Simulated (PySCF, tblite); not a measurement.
# C₆H₈BF: geometry, infrared bands and NMR shifts

Aim: predict the infrared bands and NMR shifts of C₆H₈BF (`C/C=C(/C)C#CBF`).

Computed with tblite 0.8.0 and PySCF 2.14.0, with density-fitted response routines of our own, on a single molecule in the gas phase. Atoms are numbered from 0 throughout.

## 1. The molecule as given

16 atoms, charge 0, multiplicity 1; geometry from: force field or distance geometry start.

Bonds of the start (Å): C0–C1 1.50, C1–C2 1.32, C2–C3 1.51, C2–C4 1.43, C4–C5 1.21, C5–B6 1.55, B6–F7 1.46, C0–H8 1.09, C0–H9 1.12, C0–H10 1.13, C1–H11 1.10, C3–H12 1.12, C3–H13 1.10, C3–H14 1.09, B6–H15 1.20.

## 2. Optimising the geometry with GFN2-xTB

The job: settings as JSON, then the geometry in Å.

```
{"job": {"kind": "relax", "xc": "GFN2-xTB", "basis": "xTB"}, "charge": 0, "multiplicity": 1}
C     -1.161300    -1.874600     0.186700
C     -1.582300    -0.437800     0.208800
C     -0.699300     0.532600     0.061200
C     -1.096100     1.989800     0.076500
C      0.687200     0.264300    -0.149600
C      1.852100     0.022400    -0.349900
B      3.360300    -0.259400    -0.597100
F      4.271600     0.870000    -0.769000
H     -0.085300    -2.022700     0.167400
H     -1.732800    -2.332200    -0.656500
H     -1.620000    -2.326800     1.118300
H     -2.621800    -0.135300     0.377700
H     -0.504600     2.413400     0.922100
H     -2.183200     2.065200     0.222400
H     -0.721200     2.416500    -0.855800
H      3.829100    -1.176400     0.025400
```

Run with:

```bash
$ OMP_NUM_THREADS=1 python probes_run.py task.json out
```

One launch serves the whole session: the jobs run in the order shown.

**Question.** This job is followed by: GFN2-xTB harmonic vibrations, gas phase; GIAO PBE0/pcSseg-1 NMR shielding, non-relativistic, gas phase. Predict these results of the whole session: strongest single infrared mode (GFN2-xTB); zero-point energy (GFN2-xTB); ¹³C shifts against TMS (PBE0/pcSseg-1); ¹H shifts against TMS (PBE0/pcSseg-1, means over atoms taken as alike); ¹¹B shifts against BF3·OEt2 (PBE0/pcSseg-1); ¹⁹F shifts against CFCl3 (PBE0/pcSseg-1).

The runs gave:

| quantity | value |
| --- | --- |
| strongest single infrared mode (GFN2-xTB) | 1272 cm⁻¹, 341 km/mol |
| zero-point energy (GFN2-xTB) | 75.9 kcal/mol |
| ¹³C shifts against TMS (PBE0/pcSseg-1) | 156.5, 124.6, 115.5, 109.3, 26.3, 21.6 ppm |
| ¹H shifts against TMS (PBE0/pcSseg-1, means over atoms taken as alike) | 6.63, 5.00, 2.24, 2.01 ppm |
| ¹¹B shifts against BF3·OEt2 (PBE0/pcSseg-1) | 38.0 ppm |
| ¹⁹F shifts against CFCl3 (PBE0/pcSseg-1) | -15.9 ppm |

What this shows: Over 81 steps the energy fell by 0.829 eV; of the close pairs, B6–F7 changed most, 1.461 to 1.322 Å. All 42 modes are real, so the xTB geometry is a minimum. The strongest single mode, at 1272 cm⁻¹, moves mainly B6 and H11. Unscaled tight-binding wavenumbers are off by several per cent, some by more. Its intensities can rank the bands wrongly. H11 (hydrogen on an alkene CH) lies farthest downfield among hydrogen, at 6.63 ppm; attached to an sp2 carbon and in the plane of the double bond. At PBE0/pcSseg-1: Shielding is most anisotropic at F7 (span 521 ppm, paramagnetic term -279 ppm).
